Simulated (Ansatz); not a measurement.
Mg3Sc, space group Pm-3m: an equation of state with a fit, run with Ansatz 0.2.0 through its Python package.

`eos_mg3sc.py`:
```python
"""Bulk modulus of Mg3Sc from an E(V) curve."""

import ansatz as az
import numpy as np
from pymatgen.analysis.eos import EOS

vectors0 = np.array([
    [4.513144, 0.0, 0.0],
    [0.0, 4.513144, 0.0],
    [0.0, 0.0, 4.513144],
])
sites = [
    ("Mg", (0.5, 0.5, 0.0)),
    ("Mg", (0.5, 0.0, 0.5)),
    ("Mg", (0.0, 0.5, 0.5)),
    ("Sc", (0.0, 0.0, 0.0)),
]


def on_lattice(cell):
    crystal = az.Crystal(lattice=az.Lattice.of(cell))
    for symbol, position in sites:
        crystal = crystal.atom(symbol, position)
    return crystal


def main() -> None:
    # scale the volume, keep shape and fractions
    volumes, energies, pressures = [], [], []
    for scale in np.linspace(0.88, 1.12, 7):
        cell = vectors0 * scale ** (1 / 3)
        calculation = (
            on_lattice(cell).calculation()
            .functional(az.Functional.PBESOL)
            .pseudopotentials("paw")
            .occupations("cold", width=0.15)
            .basis(500)
            .kpoints(5, 5, 5)
            .stress()
        )
        summary = calculation.run().report
        volumes.append(abs(np.linalg.det(cell)) / len(sites))
        energies.append(summary["free_energy_ev"] / len(sites))
        pressures.append(np.trace(summary["stress_gpa"]) / 3)
        print(f"V = {volumes[-1]:8.4f} A^3/atom  F = {energies[-1]:.5f} eV/atom  P = {pressures[-1]:8.3f} GPa")

    for form in ["murnaghan", "pourier_tarantola", "vinet"]:
        fit = EOS(eos_name=form).fit(volumes, energies)
        print(f"{form:18s} V0 {fit.v0:8.4f} A^3/atom  B0 {fit.b0_GPa:7.1f} GPa  B1 {fit.b1:5.2f}")


if __name__ == "__main__":
    main()
```

Its results, one of them left out:

| V (Å³/atom) | F less the lowest row shown (meV/atom) |
| --- | --- |
| 20.224 | 33.99 |
| 21.143 | 10.03 |
| 22.062 | 0.00 |
| 22.981 | ? |
| 23.901 | 12.17 |
| 24.820 | 30.66 |
| 25.739 | 55.47 |

What is the missing energy at 22.981 Å³ an atom?

A third-order Birch-Murnaghan fit, E = E0 + (9 V0 B0 / 16) [(t - 1)³ B' + (t - 1)² (6 - 4t)] with t = (V0/V)^(2/3), through the 6 rows shown gives V0 = 22.392 Å³, B0 = 45.0 GPa, B' = 3.80 and E0 = -0.69 meV. At V = 22.981 Å³, t = 0.98282, and the fit interpolates to 1.40 meV. The run gave 1.39 meV, a miss of 0.00 meV.

Reading the output:
- Spin is left out of this run.
- For a metal this k-point mesh is coarse: on a finer one energies can move by several to tens of meV an atom and pressures by half a GPa or more, differences at one mesh by less.
- Pressure is positive in compression.
- This cell is a computed structure, which may not be the phase found in nature.
- It ran for 13 s on 1 thread of Arm Neoverse V2, on a shared host, peak memory 0.49 GiB.
